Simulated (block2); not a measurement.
**SnO (tin(ii) oxide): DMRG/ANO-RCC-MB**

What is the vertical singlet–triplet gap of SnO (tin(ii) oxide) at DMRG/ANO-RCC-MB? Input form: a Python script.

The results are computed with block2 0.5.4.

3 further runs of the same task are left out: 3 set aside as unsound or not needed.

**1. Starting point**

SnO: 2 atoms, total charge 0, spin state singlet. SMILES: `[O]=[Sn]`. The shape comes from GFN2-xTB, which is rough for such elements, and wasn't checked as a minimum.

Bond lengths: O1–Sn2 1.804 Å.

**2. The energy at DMRG/ANO-RCC-MB**

dmrg.py reads:

```python
import numpy as np
from pyscf import cc, dft, gto, mp, scf
from pyblock2._pyscf.ao2mo import integrals as itg
from pyblock2.driver.core import DMRGDriver, SymmetryTypes
from scipy.stats import linregress

mol = gto.M(atom="""
O      0.000000     0.000000     0.000000
Sn     0.000000     0.000000     1.803580
""", basis="ano-rcc-mb", spin=0, verbose=3, max_memory=2000)
print("basis functions                = %d" % (mol.nao))
mf = scf.UHF(mol)
mf.conv_tol = 1e-10
mf.max_cycle = 200
mf.kernel()
if not mf.converged:
    mf = mf.newton().run(mf.mo_coeff, mf.mo_occ)
for _ in range(5):
    mo, _, ok, _ = mf.stability(return_status=True)
    if ok:
        break
    mf.kernel(mf.make_rdm1(mo, mf.mo_occ))
print(f"SCF energy                     = {mf.e_tot:.10f}")
print(f"<S^2> of the reference         = {mf.spin_square()[0]:.4f}")
ref = mf
pt = mp.MP2(ref, frozen=19).run()
mycc = cc.CCSD(ref, frozen=19)
mycc.max_cycle = 150
mycc.kernel()
print(f"E(MP2)                         = {pt.e_tot:.10f}")
if mycc.converged:
    print("E(CCSD)                        = %.10f" % (mycc.e_tot))
    print(f"E(CCSD(T))                     = {mycc.e_tot + mycc.ccsd_t():.10f}")
ks = dft.UKS(mol, xc="b3lyp").set(conv_tol=1e-9, verbose=3).run(mf.make_rdm1())
if ks.converged:
    print(f"E(B3LYP)                       = {ks.e_tot:.8f}")
ks = dft.UKS(mol, xc="camb3lyp").set(conv_tol=1e-9, verbose=3).run(mf.make_rdm1())
if ks.converged:
    print("E(CAM-B3LYP)                   = %.8f" % (ks.e_tot))
ks = dft.UKS(mol, xc="blyp").set(conv_tol=1e-9, verbose=3).run(mf.make_rdm1())
if ks.converged:
    print(f"E(BLYP)                        = {ks.e_tot:.8f}")
ks = dft.UKS(mol, xc="pbe0").set(conv_tol=1e-9, verbose=3).run(mf.make_rdm1())
if ks.converged:
    print(f"E(PBE0)                        = {ks.e_tot:.8f}")
ks = dft.UKS(mol, xc="tpssh").set(conv_tol=1e-9, verbose=3).run(mf.make_rdm1())
if ks.converged:
    print(f"E(TPSSh)                       = {ks.e_tot:.8f}")
ncas, n_elec, spin, ecore, h1e, g2e, orb_sym = itg.get_uhf_integrals(mf, ncore=19, ncas=13, pg_symm=False, g2e_symm=8)
driver = DMRGDriver(scratch="./tmp", symm_type=SymmetryTypes.SZ, stack_mem=1500 << 20, n_threads=1)
driver.initialize_system(n_sites=ncas, n_elec=n_elec, spin=spin, orb_sym=orb_sym)
mpo = driver.get_qc_mpo(h1e=h1e, g2e=g2e, ecore=ecore, iprint=1)
ket = driver.get_random_mps(tag="GS", bond_dim=75, nroots=1)
bond_dims = [75] * 2 + [112] * 2 + [150] * 3
noises = [0.0001] * 2 + [0.0001] * 2 + [1e-05] * 3 + [0]
thrds = [1e-09] * 7
e = driver.dmrg(mpo, ket, n_sweeps=13, tol=1e-07, bond_dims=bond_dims, noises=noises, thrds=thrds, iprint=1)
ms, dws, es = driver.get_dmrg_results()
print("max discarded weight           = %.3e" % (dws[-1]))
print("total energy                   = %.10f" % (e))
dm1 = driver.get_1pdm(ket)
print("NOONs                          =", np.round(np.concatenate([np.linalg.eigvalsh(x)[::-1] for x in dm1]), 5).tolist())
print("orbital entropies              =", np.round(driver.get_orbital_entropies(ket, orb_type=1), 4).tolist())
print("largest bipartite entropy      = %.4f" % (max(driver.get_bipartite_entanglement(ket))))
ket = driver.adjust_mps(ket, dot=2)[0]
back = [90, 75, 60, 45]
driver.dmrg(mpo, ket, n_sweeps=4 * len(back), tol=0, bond_dims=[m for m in back for _ in range(4)], noises=[0] * (4 * len(back)), thrds=[1e-9] * (4 * len(back)), iprint=1)
ms, dws, es = driver.get_dmrg_results()
ms, dws, es = ms[3::4], dws[3::4], np.array(es)[3::4, 0]
fit = linregress(dws, es)
print("M values                       =", np.round(ms, 1).tolist())
print("discarded weights              =", np.round(dws, 12).tolist())
print("E(M)                           =", np.round(es, 9).tolist())
print("E(DW -> 0)                     = %.8f" % (fit.intercept))
print("extrapolation error            = %.3e" % (abs(fit.intercept - es.min()) / 5))
```

The run is started by

```sh
$ python dmrg.py
```

The log of the run:

```text
basis functions                = 32
converged SCF energy = -5925.40314321466  <S^2> = 7.1054274e-15  2S+1 = 1
<class 'pyscf.scf.uhf.UHF'> wavefunction has an internal instability
converged SCF energy = -5925.41360673349  <S^2> = 0.63094273  2S+1 = 1.877171
<class 'pyscf.scf.uhf.UHF'> wavefunction has an internal instability
converged SCF energy = -5925.42488260304  <S^2> = 0.70719935  2S+1 = 1.9567313
<class 'pyscf.scf.uhf.UHF'> wavefunction has an internal instability
converged SCF energy = -5925.42511766633  <S^2> = 0.82877893  2S+1 = 2.0772857
<class 'pyscf.scf.uhf.UHF'> wavefunction is stable in the internal stability analysis
SCF energy                     = -5925.4251176663
<S^2> of the reference         = 0.8288
E(UMP2) = -5925.46887643261  E_corr = -0.043758766284245
E(SCS-UMP2) = -5925.46648072878  E_corr = -0.0413630624489426
E(UCCSD) = -5925.526399252923  E_corr = -0.1012815865961043
E(MP2)                         = -5925.4688764326
E(CCSD)                        = -5925.5263992529
UCCSD(T) correction = -0.00751695768622864
E(CCSD(T))                     = -5925.5339162106
converged SCF energy = -5928.66091146042  <S^2> = 4.5545789e-12  2S+1 = 1
E(B3LYP)                       = -5928.66091146
converged SCF energy = -5928.89340406664  <S^2> = 1.1658585e-10  2S+1 = 1
E(CAM-B3LYP)                   = -5928.89340407
converged SCF energy = -5928.80921553996  <S^2> = 1.5774049e-12  2S+1 = 1
E(BLYP)                        = -5928.80921554
converged SCF energy = -5928.16053207051  <S^2> = 2.3248958e-11  2S+1 = 1
E(PBE0)                        = -5928.16053207
converged SCF energy = -5928.33285496287  <S^2> = 1.2794885e-09  2S+1 = 1
E(TPSSh)                       = -5928.33285496
integral symmetrize error =  0.0
integral cutoff error =  0.0
mpo terms =      45630

[... 46 lines left out ...]
max discarded weight           = 1.950e-06
total energy                   = -5925.5393091709
[... 16 lines left out ...]
Sweep =    4 | Direction = backward | Bond dimension =   75 | Noise =  0.00e+00 | Dav threshold =  1.00e-09
Time elapsed =      7.167 | E =   -5925.5392366707 | DE = -1.19e-10 | DW = 9.51144e-05

Sweep =    5 | Direction =  forward | Bond dimension =   75 | Noise =  0.00e+00 | Dav threshold =  1.00e-09
Time elapsed =      8.269 | E =   -5925.5391673276 | DE = 6.93e-05 | DW = 7.02720e-05

Sweep =    6 | Direction = backward | Bond dimension =   75 | Noise =  0.00e+00 | Dav threshold =  1.00e-09
Time elapsed =      9.351 | E =   -5925.5391673280 | DE = -4.26e-10 | DW = 7.02671e-05

Sweep =    7 | Direction =  forward | Bond dimension =   75 | Noise =  0.00e+00 | Dav threshold =  1.00e-09
Time elapsed =     10.432 | E =   -5925.5391674270 | DE = -9.89e-08 | DW = 7.02726e-05

Sweep =    8 | Direction = backward | Bond dimension =   60 | Noise =  0.00e+00 | Dav threshold =  1.00e-09
Time elapsed =     11.416 | E =   -5925.5390413840 | DE = 1.26e-04 | DW = 1.82108e-04

Sweep =    9 | Direction =  forward | Bond dimension =   60 | Noise =  0.00e+00 | Dav threshold =  1.00e-09
Time elapsed =     12.309 | E =   -5925.5388499216 | DE = 1.91e-04 | DW = 1.32640e-04

Sweep =   10 | Direction = backward | Bond dimension =   60 | Noise =  0.00e+00 | Dav threshold =  1.00e-09
Time elapsed =     13.197 | E =   -5925.5388498653 | DE = 5.63e-08 | DW = 1.32617e-04

Sweep =   11 | Direction =  forward | Bond dimension =   60 | Noise =  0.00e+00 | Dav threshold =  1.00e-09
Time elapsed =     14.118 | E =   -5925.5388494847 | DE = 3.81e-07 | DW = 1.32426e-04

Sweep =   12 | Direction = backward | Bond dimension =   45 | Noise =  0.00e+00 | Dav threshold =  1.00e-09
Time elapsed =     14.920 | E =   -5925.5388223438 | DE = 2.71e-05 | DW = 1.33091e-03

Sweep =   13 | Direction =  forward | Bond dimension =   45 | Noise =  0.00e+00 | Dav threshold =  1.00e-09
Time elapsed =     15.592 | E =   -5925.5379133641 | DE = 9.09e-04 | DW = 8.94732e-04

Sweep =   14 | Direction = backward | Bond dimension =   45 | Noise =  0.00e+00 | Dav threshold =  1.00e-09
Time elapsed =     16.259 | E =   -5925.5379133636 | DE = 5.54e-10 | DW = 8.94621e-04

Sweep =   15 | Direction =  forward | Bond dimension =   45 | Noise =  0.00e+00 | Dav threshold =  1.00e-09
Time elapsed =     16.915 | E =   -5925.5379116541 | DE = 1.71e-06 | DW = 8.92805e-04

M values                       = [90, 75, 60, 45]
discarded weights              = [3.6376321e-05, 7.0272642e-05, 0.000132426032, 0.000892804696]
E(M)                           = [-5925.539236671, -5925.539167427, -5925.538849485, -5925.537911654]
E(DW -> 0)                     = -5925.53920678
extrapolation error            = 5.978e-06
```

Wall time 1.7 min (1 thread of Intel Xeon Platinum 8375C at 2.90GHz (Ice Lake), shared host); peak memory 0.43 GiB.

**3. The triplet: a single-point energy at DMRG/ANO-RCC-MB**

run_dmrg.py reads:

```python
import numpy as np
from pyscf import cc, dft, gto, mcscf, mp, scf
from pyblock2._pyscf.ao2mo import integrals as itg
from pyblock2.driver.core import DMRGDriver, SymmetryTypes

geom = """
O      0.000000     0.000000     0.000000
Sn     0.000000     0.000000     1.803580
"""
mol = gto.M(
    atom=geom,
    basis="ano-rcc-mb",
    spin=2,
    verbose=4,
    max_memory=2000,
)
print("basis functions               : %d" % (mol.nao))
mf = scf.ROHF(mol)
mf.conv_tol = 1e-10
mf.max_cycle = 200
mf.kernel()
if not mf.converged:
    mf = mf.newton().run(mf.mo_coeff, mf.mo_occ)
print(f"reference energy              : {mf.e_tot:.10f}")
ref = scf.UHF(mol).run(mf.make_rdm1(), conv_tol=1e-10)
pt = mp.MP2(ref, frozen=19).run()
mycc = cc.CCSD(ref, frozen=19)
mycc.max_cycle = 150
mycc.kernel()
print("E(MP2)                        : %.10f" % (pt.e_tot))
if mycc.converged:
    print("E(CCSD)                       : %.10f" % (mycc.e_tot))
    print(f"CCSD(T) total energy          : {mycc.e_tot + mycc.ccsd_t():.10f}")
ks = dft.UKS(mol, xc="b3lyp").set(conv_tol=1e-9, verbose=3).run(mf.make_rdm1())
if ks.converged:
    print("E(B3LYP)                      : %.8f" % (ks.e_tot))
ks = dft.UKS(mol, xc="camb3lyp").set(conv_tol=1e-9, verbose=3).run(mf.make_rdm1())
if ks.converged:
    print(f"E(CAM-B3LYP)                  : {ks.e_tot:.8f}")
ks = dft.UKS(mol, xc="blyp").set(conv_tol=1e-9, verbose=3).run(mf.make_rdm1())
if ks.converged:
    print(f"E(BLYP)                       : {ks.e_tot:.8f}")
ks = dft.UKS(mol, xc="pbe0").set(conv_tol=1e-9, verbose=3).run(mf.make_rdm1())
if ks.converged:
    print(f"E(PBE0)                       : {ks.e_tot:.8f}")
ks = dft.UKS(mol, xc="tpssh").set(conv_tol=1e-9, verbose=3).run(mf.make_rdm1())
if ks.converged:
    print(f"E(TPSSh)                      : {ks.e_tot:.8f}")
occ_no, mo = mcscf.addons.make_natural_orbitals(mp.MP2(mf.to_uhf(), frozen=19).run())
mf.mo_coeff = mo
ncas, n_elec, spin, ecore, h1e, g2e, orb_sym = itg.get_rhf_integrals(mf, ncore=19, ncas=13, pg_symm=False, g2e_symm=1)
drv = DMRGDriver(scratch="./tmp", symm_type=SymmetryTypes.SU2, stack_mem=1500 << 20, n_threads=1)
idx = drv.orbital_reordering(h1e, g2e, method="fiedler")
print("orbital order:", idx.tolist())
h1e = h1e[np.ix_(idx, idx)]
g2e = g2e[np.ix_(idx, idx, idx, idx)]
orb_sym = np.array(orb_sym)[idx]
drv.initialize_system(n_sites=ncas, n_elec=n_elec, spin=spin, orb_sym=orb_sym)
mpo = drv.get_qc_mpo(h1e=h1e, g2e=g2e, ecore=ecore, iprint=1)
occs = np.array([1.8] * 9 + [1.0] * 2 + [0.2] * 2)[idx]
mps = drv.get_random_mps(tag="GS", bond_dim=50, nroots=1, occs=occs)
bond_dims = [50] * 4 + [100] * 3
noises = [0.0001] * 4 + [1e-05] * 3 + [0]
thrds = [1e-09] * 7
e = drv.dmrg(mpo, mps, n_sweeps=13, tol=1e-06, bond_dims=bond_dims, noises=noises, thrds=thrds, iprint=1)
ms, dws, es = drv.get_dmrg_results()
print("DW                            : %.3e" % (dws[-1]))
print(f"total energy                  : {e:.10f}")
dm1 = drv.get_1pdm(mps)
print("NOONs                         :", np.round(np.linalg.eigvalsh(dm1)[::-1], 5).tolist())
c_act = mf.mo_coeff[:, 19:32][:, idx]
dm_ao = c_act @ dm1 @ c_act.T + 2 * mf.mo_coeff[:, :19] @ mf.mo_coeff[:, :19].T
print("dipole / D                    :", np.round(scf.hf.dip_moment(mol, dm_ao, verbose=0), 4).tolist())
print("largest bipartite entropy     : %.4f" % (max(drv.get_bipartite_entanglement(mps))))
csf, coef = drv.get_csf_coefficients(mps, cutoff=0.08, iprint=1)
print(f"leading coefficient squared   : {np.max(np.abs(coef)) ** 2:.4f}")
ci = mcscf.CASCI(mf, 13, (11, 9))
ci.fix_spin_(ss=2)
ci.fcisolver.conv_tol = 1e-10
ci.fcisolver.max_cycle = 200
ci.kernel()
print("E(FCI)                        : %.10f" % (ci.e_tot))
```

The run is started by

```sh
$ python run_dmrg.py
```

The log of the run:

```text
[INPUT] verbose = 4
[INPUT] num. atoms = 2
[INPUT] num. electrons = 58
[INPUT] charge = 0
[INPUT] spin (= nelec alpha-beta = 2S) = 2
[INPUT] symmetry False subgroup None
[INPUT] Mole.unit = angstrom
[INPUT] Symbol           X                Y                Z      unit          X                Y                Z       unit  Magmom
[INPUT]  1 O      0.000000000000   0.000000000000   0.000000000000 AA    0.000000000000   0.000000000000   0.000000000000 Bohr   0.0
[INPUT]  2 Sn     0.000000000000   0.000000000000   1.803580000000 AA    0.000000000000   0.000000000000   3.408272243743 Bohr   0.0

nuclear repulsion = 117.361516743366
number of shells = 5
number of NR pGTOs = 185
number of NR cGTOs = 32
basis = ano-rcc-mb
ecp = {}
CPU time:         0.71
basis functions               : 32

******** <class 'pyscf.scf.rohf.ROHF'> ********
method = ROHF
initial guess = minao
damping factor = 0
level_shift factor = 0
DIIS = <class 'pyscf.scf.diis.CDIIS'>
diis_start_cycle = 1
diis_space = 8
diis_damp = 0
SCF conv_tol = 1e-10
SCF conv_tol_grad = None
SCF max_cycles = 200
direct_scf = True
direct_scf_tol = 1e-13
chkfile to save SCF result = tmpk5b6xe1r
max_memory 2000 MB (current use 123 MB)
num. doubly occ = 28  num. singly occ = 2
Set gradient conv threshold to 1e-05
init E= -5925.28190873178

WARN: HOMO -0.0258660939961936 >= LUMO -0.0258660939962213

[... 259 lines left out ...]
SCF not converged.
SCF energy = -5925.35153635955 after 50 cycles  <S^2> = 2.0288831  2S+1 = 3.019194
[... 69 lines left out ...]
WARN: HOMO -0.166471698643964 >= LUMO -0.183033038880564
[... 11 lines left out ...]
WARN: HOMO -0.171840212134486 >= LUMO -0.180446183746553
[... 20 lines left out ...]
converged SCF energy = -5928.82575132073  <S^2> = 2.0048925  2S+1 = 3.0032599
[... 21 lines left out ...]
WARN: HOMO -0.0701299735036133 >= LUMO -0.152408060202059
[... 11 lines left out ...]
WARN: HOMO -0.119442466573765 >= LUMO -0.180257052248246
[... 11 lines left out ...]
WARN: HOMO -0.136740263785201 >= LUMO -0.199733559786325
[... 11 lines left out ...]
WARN: HOMO -0.136855845443038 >= LUMO -0.199845069239994
[... 11 lines left out ...]
WARN: HOMO -0.136893236555361 >= LUMO -0.200003714889962
[... 11 lines left out ...]
WARN: HOMO -0.137178460557571 >= LUMO -0.20003599981132
[... 11 lines left out ...]
WARN: HOMO -0.136984893592684 >= LUMO -0.200041167914307
[... 11 lines left out ...]
WARN: HOMO -0.137122529775527 >= LUMO -0.200035144371108
[... 5 lines left out ...]
SCF not converged.
[... 13 lines left out ...]
converged SCF energy = -5928.09870751331  <S^2> = 2.0115115  2S+1 = 3.0076645
[... 21 lines left out ...]
WARN: HOMO -0.15622613335248 >= LUMO -0.181208082509351
[... 11 lines left out ...]
WARN: HOMO -0.163011802859151 >= LUMO -0.182197996594641
[... 19 lines left out ...]
integral symmetrize error =  0.0
integral cutoff error =  0.0
[... 30 lines left out ...]
Sweep =    3 | Direction = backward | Bond dimension =   50 | Noise =  1.00e-04 | Dav threshold =  1.00e-09
Time elapsed =      2.646 | E =   -5925.4771874140 | DE = -2.20e-07 | DW = 9.92001e-06

Sweep =    4 | Direction =  forward | Bond dimension =  100 | Noise =  1.00e-05 | Dav threshold =  1.00e-09
Time elapsed =      3.595 | E =   -5925.4772295238 | DE = -4.21e-05 | DW = 1.81445e-07

Sweep =    5 | Direction = backward | Bond dimension =  100 | Noise =  1.00e-05 | Dav threshold =  1.00e-09
Time elapsed =      4.863 | E =   -5925.4772359703 | DE = -6.45e-06 | DW = 5.27076e-07

Sweep =    6 | Direction =  forward | Bond dimension =  100 | Noise =  1.00e-05 | Dav threshold =  1.00e-09
Time elapsed =      6.168 | E =   -5925.4772369475 | DE = -9.77e-07 | DW = 4.39941e-07

Sweep =    7 | Direction = backward | Bond dimension =  100 | Noise =  0.00e+00 | Dav threshold =  1.00e-07
Time elapsed =      7.261 | E =   -5925.4772376864 | DE = -7.39e-07 | DW = 3.60768e-07

DW                            : 3.608e-07
total energy                  : -5925.4772376864
NOONs                         : [1.99992, 1.99991, 1.99988, 1.99984, 1.99977, 1.9946, 1.96023, 1.93004, 1.80051, 1.03771, 1.03118, 0.20659, 0.03982]
dipole / D                    : [0.0, -0.0, 3.1603]
largest bipartite entropy     : 0.7369
DTRIE T =      0.001
Number of CSF =          6 (cutoff =      0.08)
Sum of weights of included CSF =    0.932243519898069

CSF          0 2220-20-22222  =   -0.905713893424598
CSF          1 2202-20-22222  =    0.217388646586423
CSF          2 22+--20-22222  =   -0.142589398222295
CSF          3 22+---0222222  =   -0.135580909167864
CSF          4 -2+-220-22222  =    0.125881249667581
CSF          5 22-+-20-22222  =   -0.100538704273510
leading coefficient squared   : 0.8203

******** <class 'pyscf.mcscf.casci.CASCI'> ********
CAS (11e+9e, 13o), ncore = 19, nvir = 0
natorb = False
canonicalization = True
sorting_mo_energy = False
max_memory 2000 MB (current use 364 MB)
******** <class 'pyscf.fci.addons.SpinPenaltyFCISolver'> ********
max. cycles = 200
conv_tol = 1e-10
davidson only = True
linear dependence = 1e-12
level shift = 0.001
max iter space = 12
max_memory 2000 MB
nroots = 1
pspace_size = 400
spin = None
Density matrix diagonal elements [1.99988778 1.99991027 1.99988004 1.99978729 1.99971882 1.99326061
 1.95849303 1.92830935 1.8005292  1.0394538  1.03240394 0.20662975
 0.04173611]
CASCI converged
CASCI E = -5925.47723841279  E(CI) = -109.058236654319  S^2 = 2.0000000
E(FCI)                        : -5925.4772384128
```

It took 77 s on 1 thread of Intel Xeon Platinum 8375C at 2.90GHz (Ice Lake), shared host; peak memory 0.34 GiB.

**4. Results**

Level: DMRG/ANO-RCC-MB, 19 core orbitals frozen.

```
                                                        quantity           value
                            run 1, DMRG/ANO-RCC-MB: total energy  -5925.53931 Eh
                                           triplet: total energy  -5925.47724 Eh
triplet: dipole moment (of the density that the program reports)          3.16 D
                vertical energy of the triplet above the singlet        1.689 eV
```

In words: At this shape the triplet lies 1.69 eV (163 kJ/mol) above the singlet. In a minimal basis such a difference can be off by several eV, whatever the method. The basis (run 1, DMRG/ANO-RCC-MB) was made for a relativistic Hamiltonian, but the run is non-relativistic. The basis (triplet) was made for a relativistic Hamiltonian, but the run is non-relativistic.
